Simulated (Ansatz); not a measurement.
# C4H10AlCl: the cost of one run

The runs use Ansatz 0.2.0, Gaussian basis; the settings change from run to run.

## 1. The molecule

An earlier PBE0-D4 in a triple-zeta def2 set relaxation fixed the geometry.

SMILES `C[CH2][Al]([Cl])[CH2]C`, 16 atoms, charge 0, spin multiplicity 1.

Atoms are counted from 1 here; the program's logs count them from 0.

Bond lengths: C1–C2 1.529 Å, C1–H7 1.094 Å, C1–H8 1.094 Å, C1–H9 1.094 Å, C2–Al3 1.953 Å, C2–H10 1.097 Å, C2–H11 1.098 Å, Al3–Cl4 2.115 Å, Al3–C5 1.953 Å, C5–C6 1.527 Å, C5–H12 1.099 Å, C5–H13 1.099 Å, C6–H14 1.093 Å, C6–H15 1.094 Å, C6–H16 1.093 Å. Angles: C2–C1–H7 111.8°, C2–C1–H8 112.0°, C2–C1–H9 111.8°, H7–C1–H8 107.1°, H7–C1–H9 106.7°, H8–C1–H9 107.1°, C1–C2–Al3 115.6°, C1–C2–H10 110.5°, C1–C2–H11 110.5°, Al3–C2–H10 107.6°, Al3–C2–H11 107.6°, H10–C2–H11 104.3°, C2–Al3–Cl4 117.0°, C2–Al3–C5 125.2°, Cl4–Al3–C5 117.8°, Al3–C5–C6 117.1°, Al3–C5–H12 107.0°, Al3–C5–H13 107.0° and more.

## 2. wB97X-V/cc-pVTZ

Input file in.yaml:

```yaml
crystal:
  periodic: [false, false, false]
  atoms:
    - {symbol: C, position_ang: [-0.064799, -2.528244, -0.006615]}
    - {symbol: C, position_ang: [-0.530701, -1.625563, 1.135665]}
    - {symbol: Al, position_ang: [-0.344951, 0.293333, 0.826019]}
    - {symbol: Cl, position_ang: [-0.975313, 1.582320, 2.380332]}
    - {symbol: C, position_ang: [0.372151, 1.106541, -0.798156]}
    - {symbol: C, position_ang: [0.430539, 2.631747, -0.843672]}
    - {symbol: H, position_ang: [-0.618187, -2.334125, -0.929574]}
    - {symbol: H, position_ang: [-0.195326, -3.588641, 0.228735]}
    - {symbol: H, position_ang: [0.993721, -2.378762, -0.236762]}
    - {symbol: H, position_ang: [0.008889, -1.866201, 2.060558]}
    - {symbol: H, position_ang: [-1.583239, -1.822330, 1.376467]}
    - {symbol: H, position_ang: [1.372120, 0.679506, -0.956716]}
    - {symbol: H, position_ang: [-0.219603, 0.719957, -1.639472]}
    - {symbol: H, position_ang: [-0.560881, 3.075786, -0.727341]}
    - {symbol: H, position_ang: [0.844872, 2.997247, -1.787953]}
    - {symbol: H, position_ang: [1.047807, 3.034732, -0.037316]}
basis:
  gaussian: {orbitals: cc-pVTZ}
hamiltonian: {xc: {name: wB97X-V}}
```

Launch:

```
$ ansatz run in.yaml --threads 4 --pin off --events-out ev --progress --plain --max-ram 11315MiB
```

Q: Estimate wall time and peak memory on 4 threads of Arm Neoverse V1, shared host.

About 15 s, with a peak of 1.1 GiB.
